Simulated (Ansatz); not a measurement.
Consider a comparison of functionals at one structure of LiPd3, space group Pm-3m (the Ansatz DFT code, driven from Python).

`xc_lipd3.py`
```python
# -*- coding: utf-8 -*-
"""Functional comparison for LiPd3 (totals differ with the potentials too)."""

import ansatz


def main():
    cell = (
        ansatz.Lattice.of((3.849997, 0.0, 0.0), (0.0, 3.849997, 0.0), (0.0, 0.0, 3.849997))
        .atom("Li", (0.0, 0.0, 0.0))
        .atom("Pd", (0.0, 0.5, 0.5))
        .atom("Pd", (0.5, 0.0, 0.5))
        .atom("Pd", (0.5, 0.5, 0.0))
    )

    job = (
        cell.calculation()
        .pseudopotentials("nc")
        .accuracy("low")
        .kpoints(4, 4, 4, center="gamma")
        .occupations(ansatz.OccupationsMethod.GAUSSIAN, width=0.2)
        .scf(lower_state_search="light", self_checks="high")
        .stress()
    )

    rows = []
    for value in ["blyp", "lda", "pbesol"]:
        report = job.functional(value).run(threads=1, backend="cpu").report
        rows.append((value, report["free_energy_ev"] / len(report["lattice"]["sites"]), report["n_iterations"], sum(report["stress_gpa"][i][i] for i in range(3)) / 3, report["n_kpoints"]))

    print("  functional   F/atom (eV)    iterations       P (GPa)      k-points")
    for row in rows:
        print(f"{str(row[0]):>12s}  {row[1]:12.5f}  {row[2]:12d}  {row[3]:12.3f}  {row[4]:12d}")


if __name__ == "__main__":
    main()
```

Rank the functionals by the pressure that they give at this structure. What does the order say about their lattices?

From lowest to highest: LDA (-7.7 GPa), PBEsol (-2.9 GPa) and BLYP (11.2 GPa). At a fixed cell a lower pressure usually means a smaller equilibrium volume, so LDA prefers the smallest cell and BLYP the largest.

The output:

Running `python xc_lipd3.py` prints:
```text
DeckWarning: basis.ecutwfc = 1115.666836 eV, auto-derived from the records' recommended cutoffs: set by Pd (normal level)
  functional   F/atom (eV)    iterations       P (GPa)      k-points
        blyp   -2811.41184             9        11.243            10
         lda   -2803.00433             9        -7.711            10
      pbesol   -2801.22461             9        -2.949            10
```
(Warnings from the package without file and line, repeats left out.)

The run is spin-unpolarised. Such functionals run on norm-conserving files made under PBE, which can move pressures by some GPa. BLYP and dispersion corrections can be off by several per cent in the lattices of metals, and by several GPa in the pressure at a fixed cell. The mesh is modest for a metal, so energies can be off by several to tens of meV an atom and pressures by half a GPa or more; differences at equal mesh fare better. The free energy holds a sizeable smearing term, which stands for no physical temperature. Pressure is positive in compression. The structure comes from a database of computed cells and needn't be a stable or known phase. Total energies of different functionals can't be compared; pressures, moments and gaps at this one structure can. Hardware and time: 23 s on 1 thread of Arm Neoverse V1, with other jobs on the host, peak memory 0.41 GiB.

(A comment or docstring line of the script was reworded after the run, the code is as it ran; lines on the test bed's own set-up are left out of the output.)
